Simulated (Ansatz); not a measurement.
This script makes an equation of state with a fit of Li₂Pd, space group P6/mmm with the Python package of Ansatz (0.2.0).

Script `eos_li2pd.py`:
```python
# -*- coding: utf-8 -*-
"""Energy against volume for Li2Pd, with a fit."""

import ansatz as az
import numpy as np

config = {
    "xc": "pbesol",
    "sigma": 0.3,
    "n_empty": 16,
    "ecut": 500,
    "mesh": (6, 6, 8),
}

VECTORS = np.array([
    [4.222, 0.0, 0.0],
    [-2.111, 3.656359, 0.0],
    [0.0, 0.0, 2.724],
])
SITES = [
    ("Li", (1 / 3, 2 / 3, 0.5)),
    ("Li", (2 / 3, 1 / 3, 0.5)),
    ("Pd", (0.0, 0.0, 0.0)),
]


def make_crystal(cell):
    crystal = az.Crystal(lattice=az.Lattice.of(cell))
    for symbol, position in SITES:
        crystal = crystal.atom(symbol, position)
    return crystal

# scale the volume, keep shape and fractions
volumes, energies, pressures = [], [], []
for scale in np.linspace(0.9, 1.1, 9):
    cell = VECTORS * scale ** (1 / 3)
    model = make_crystal(cell).calculation()
    model = model.functional(config["xc"]).occupations(az.OccupationsMethod.COLD, width=config["sigma"])
    model = model.eigensolver("davidson", full_accuracy=True)
    model = model.scf(extra_bands=config["n_empty"], lower_state_search="light")
    model = model.basis(config["ecut"]).kpoints(*config["mesh"])
    model = model.stress()
    r = model.run(threads=1, backend="cpu").report
    volumes.append(abs(np.linalg.det(cell)) / len(SITES))
    energies.append(r["free_energy_ev"] / len(SITES))
    pressures.append(np.trace(r["stress_gpa"]) / 3)
    print(f"V = {volumes[-1]:8.4f} A^3/atom  F = {energies[-1]:.5f} eV/atom  P = {pressures[-1]:8.3f} GPa")

# third-order Birch-Murnaghan: a cubic in V^(-2/3)
x = np.array(volumes) ** (-2 / 3)
poly = np.polynomial.Polynomial.fit(x, energies, 3).convert()
roots = poly.deriv().roots()
x0 = min((r.real for r in roots if abs(r.imag) < 1e-9 and poly.deriv(2)(r.real) > 0), key=lambda r: abs(r - x.mean()))
v0 = x0 ** -1.5
b0 = 4 / 9 * poly.deriv(2)(x0) * v0 ** (-7 / 3) * 160.21766
b1 = 4 + 2 / 3 * x0 * poly.deriv(3)(x0) / poly.deriv(2)(x0)
print(f"V0 = {v0:.4f} A^3/atom, B0 = {b0:.1f} GPa, dB/dP = {b1:.2f}")
```

Estimate the equilibrium volume and the bulk modulus.

A third-order Birch-Murnaghan fit through the 9 points has its minimum at 13.51 Å³ an atom, 3.6 % below the typed cell, with a bulk modulus of 58 GPa and dB/dP = 4.4. From that minimum the energy rises by 12.2 meV an atom on the compressed side and 38.2 meV on the expanded side.

The output:

```console
$ python eos_li2pd.py
V =  12.6152 A^3/atom  F = -2437.86663 eV/atom  P =    4.633 GPa
V =  12.9657 A^3/atom  F = -2437.87452 eV/atom  P =    2.622 GPa
V =  13.3161 A^3/atom  F = -2437.87830 eV/atom  P =    0.878 GPa
V =  13.6665 A^3/atom  F = -2437.87853 eV/atom  P =   -0.636 GPa
V =  14.0169 A^3/atom  F = -2437.87566 eV/atom  P =   -1.952 GPa
V =  14.3674 A^3/atom  F = -2437.87012 eV/atom  P =   -3.094 GPa
V =  14.7178 A^3/atom  F = -2437.86224 eV/atom  P =   -4.087 GPa
V =  15.0682 A^3/atom  F = -2437.85234 eV/atom  P =   -4.948 GPa
V =  15.4186 A^3/atom  F = -2437.84068 eV/atom  P =   -5.695 GPa
V0 = 13.5132 A^3/atom, B0 = 57.8 GPa, dB/dP = 4.45
```

The settings weren't tested for convergence. Shape and fractional positions are held along the curve, so the bulk modulus is an upper value where they are free to relax. For a metal this k-point mesh is coarse: on a finer one energies can move by several to tens of meV an atom and pressures by half a GPa or more, differences at one mesh by less. Pressure is positive in compression. The structure is a deposited one; some such entries were measured under pressure or heat, so a shift against it needn't be the functional's error alone. Timing: 35 s on 1 thread of Arm Neoverse V1 (shared host), peak memory 0.39 GiB.

(A comment or docstring line of the script was reworded after the run, the code is as it ran; lines on the test bed's own set-up are left out of the output.)
